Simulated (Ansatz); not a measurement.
# F₂H₄N₂Zr: how energies converge with the basis set

An exercise on one series of results from a longer session: the logs are not shown, and one member is left open.

Program: Ansatz 0.2.0, Gaussian basis. Level of theory: one geometry, several basis sets. These are calculated values, not measurements.

The runs, in order: PBE0-D4/def2-SVP; ωB97M-V/def2-SVP; PBE0-D4/def2-QZVPP; ωB97M-V/def2-QZVPP; the functionals' def2-TZVPP values are taken from earlier runs.

### The relaxed structure

All runs share one geometry, relaxed beforehand with PBE0-D4 in a triple-zeta def2 set. Zr takes the def2 core potential; no spin-orbit term is included.

SMILES `[NH2][Zr]([NH2])([F])[F]`, 9 atoms, charge 0, spin multiplicity 1.

Atoms are counted from 1 here; the program's logs count them from 0.

Bond lengths: N1–Zr2 2.029 Å, N1–H6 1.010 Å, N1–H7 1.011 Å, Zr2–N3 2.024 Å, Zr2–F4 1.917 Å, Zr2–F5 1.917 Å, N3–H8 1.012 Å, N3–H9 1.012 Å. Angles: Zr2–N1–H6 126.1°, Zr2–N1–H7 125.1°, H6–N1–H7 108.8°, N1–Zr2–N3 106.2°, N1–Zr2–F4 108.7°, N1–Zr2–F5 108.8°, N3–Zr2–F4 111.0°, N3–Zr2–F5 110.9°, F4–Zr2–F5 111.2°, Zr2–N3–H8 125.6°, Zr2–N3–H9 125.6°, H8–N3–H9 108.5°.

As a file:

```xyz
9
F2H4N2Zr
N    -1.4072    0.8452   -0.4162
Zr    0.4576    0.0576   -0.5493
N     0.7764   -0.9316    1.1872
F     0.5139   -1.1431   -2.0428
F     1.7177    1.4866   -0.7627
H    -2.0369    0.7557    0.3683
H    -1.8580    1.3964   -1.1346
H     0.6031   -1.9158    1.3444
H     1.2334   -0.5512    2.0056
```

Set-up of the first run:

Contents of in.yaml:

```yaml
crystal:
  periodic: [false, false, false]
  atoms:
    - {symbol: N, position_ang: [-1.407246, 0.845239, -0.416161]}
    - {symbol: Zr, position_ang: [0.457602, 0.057629, -0.549299]}
    - {symbol: N, position_ang: [0.776434, -0.931564, 1.187157]}
    - {symbol: F, position_ang: [0.513871, -1.143110, -2.042778]}
    - {symbol: F, position_ang: [1.717686, 1.486626, -0.762669]}
    - {symbol: H, position_ang: [-2.036923, 0.755706, 0.368268]}
    - {symbol: H, position_ang: [-1.858011, 1.396417, -1.134593]}
    - {symbol: H, position_ang: [0.603132, -1.915787, 1.344447]}
    - {symbol: H, position_ang: [1.233446, -0.551166, 2.005637]}
basis:
  gaussian: {orbitals: def2-SVP}
hamiltonian: {xc: pbe0, dispersion: d4}
output: {orbitals: {seedname: orbitals}}
```

On the command line:

```
$ ansatz run in.yaml --threads 4 --pin off --events-out ev --progress --plain --max-ram 10444MiB
```

Among the steps run: PBE0-D4 in def2-SVP; ωB97M-V in def2-SVP; PBE0-D4 in def2-QZVPP; ωB97M-V in def2-QZVPP.

One table of the session follows, with a row left open; its other results are not shown here.

It belongs to the step «Density functionals: the series». 

```
functional       basis  HOMO (eV)
   PBE0-D4    def2-SVP      -7.38
   PBE0-D4  def2-TZVPP      -7.57
   PBE0-D4  def2-QZVPP          ?
   ωB97M-V    def2-SVP      -9.75
   ωB97M-V  def2-TZVPP      -9.95
   ωB97M-V  def2-QZVPP      -9.99
```

Q: Estimate the row for PBE0-D4, def2-QZVPP from the others.

As computed: HOMO (eV): -7.61. In the column «HOMO (eV)» it lies between ωB97M-V, def2-SVP (-9.75) and PBE0-D4, def2-TZVPP (-7.57).
